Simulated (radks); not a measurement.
**Ionisation of Co²⁺: one atom, several choices of functional**

How much does the choice of functional matter for taking an electron from Co²⁺? Both Co²⁺ ([Ar] 3d7) and Co³⁺ ([Ar] 3d6) are run for each choice.

The numbers are computed with radks (a radial shooting solver on a logarithmic mesh, Libxc functionals) version 1 (scalar-relativistic Kohn-Sham, spin-polarised, spherical densities, finite nucleus; open shells are filled with parallel spins first), except any that are marked as measured or tabulated.

### 1 What is computed

| Quantity | Value |
| --- | --- |
| element | cobalt (Z = 27) |
| charge | +2 |
| electrons | 25 |
| configuration | [Ar] 3d7 |
| ion | Co³⁺, [Ar] 3d6 |
| choices | SCAN; XLYP; PW91; SOGGA; PBE; RPBE |

The outer shells:

Co²⁺
```
[Ar] core
3d [↑↓][↑↓][↑ ][↑ ][↑ ]
```

Co³⁺
```
[Ar] core
3d [↑↓][↑ ][↑ ][↑ ][↑ ]
```

### 2 SCAN: Co²⁺

The run's settings:

```text
Z 27
configuration [Ar] 3d7
relativity scalar-relativistic
functional scan,scan
spin polarised
nucleus finite rms 3.7875 fm
c 137.035999084
```

### 3 SCAN: Co³⁺

Settings, as their differences from step 2:

```diff
@@ -1,3 +1,3 @@
 Z 27
-configuration [Ar] 3d7
+configuration [Ar] 3d6
 relativity scalar-relativistic
```

### 4 XLYP: Co²⁺

The run's settings:

```text
Z 27
configuration [Ar] 3d7
relativity scalar-relativistic
functional xlyp
spin polarised
nucleus finite rms 3.7875 fm
c 137.035999084
```

### 5 XLYP: Co³⁺

Settings, as their differences from step 4:

```diff
@@ -1,3 +1,3 @@
 Z 27
-configuration [Ar] 3d7
+configuration [Ar] 3d6
 relativity scalar-relativistic
```

### 6 PW91: Co²⁺

The run's settings:

```text
Z 27
configuration [Ar] 3d7
relativity scalar-relativistic
functional pw91,pw91
spin polarised
nucleus finite rms 3.7875 fm
c 137.035999084
```

### 7 PW91: Co³⁺

Settings, as their differences from step 6:

```diff
@@ -1,3 +1,3 @@
 Z 27
-configuration [Ar] 3d7
+configuration [Ar] 3d6
 relativity scalar-relativistic
```

### 8 SOGGA: Co²⁺

The run's settings:

```text
Z 27
configuration [Ar] 3d7
relativity scalar-relativistic
functional sogga,pbe
spin polarised
nucleus finite rms 3.7875 fm
c 137.035999084
```

### 9 SOGGA: Co³⁺

Settings, as their differences from step 8:

```diff
@@ -1,3 +1,3 @@
 Z 27
-configuration [Ar] 3d7
+configuration [Ar] 3d6
 relativity scalar-relativistic
```

### 10 PBE: Co²⁺

The run's settings:

```text
Z 27
configuration [Ar] 3d7
relativity scalar-relativistic
functional pbe,pbe
spin polarised
nucleus finite rms 3.7875 fm
c 137.035999084
```

### 11 PBE: Co³⁺

Settings, as their differences from step 10:

```diff
@@ -1,3 +1,3 @@
 Z 27
-configuration [Ar] 3d7
+configuration [Ar] 3d6
 relativity scalar-relativistic
```

### 12 RPBE: Co²⁺

The run's settings:

```text
Z 27
configuration [Ar] 3d7
relativity scalar-relativistic
functional rpbe,pbe
spin polarised
nucleus finite rms 3.7875 fm
c 137.035999084
```

### 13 RPBE: Co³⁺

Settings, as their differences from step 12:

```diff
@@ -1,3 +1,3 @@
 Z 27
-configuration [Ar] 3d7
+configuration [Ar] 3d6
 relativity scalar-relativistic
```

Before running it: what results should come out? Wanted: for each run, functional; E(Co²⁺); Δ-SCF; −ε(HOMO); <r> HOMO; error.

As calculated:

| functional | E(Co²⁺) (hartree) | Δ-SCF (eV) | −ε(HOMO) (eV) | <r> HOMO (bohr) | error (eV) |
| --- | --- | --- | --- | --- | --- |
| SCAN | -1392.65352 | 32.821 | 24.661 | 1.048 | -0.68 |
| XLYP | -1392.84966 | 33.732 | 25.403 | 1.051 | +0.23 |
| PW91 | -1392.63286 | 33.749 | 25.402 | 1.043 | +0.25 |
| SOGGA | -1390.84906 | 33.442 | 25.117 | 1.041 | -0.06 |
| PBE | -1392.27530 | 33.622 | 25.291 | 1.044 | +0.12 |
| RPBE | -1392.48429 | 33.493 | 25.157 | 1.045 | -0.01 |

**Reading.** The NIST Atomic Spectra Database lists 33.5 eV (semi-empirical). The smallest miss is that of RPBE (-0.01 eV), the largest that of SCAN (-0.68 eV). The ionisation energies span 0.93 eV, the total energies of Co²⁺ 54.4 eV: most of the change in the total cancels in the difference. Open shells are spherical and high-spin; term and fine-structure splittings are not resolved.
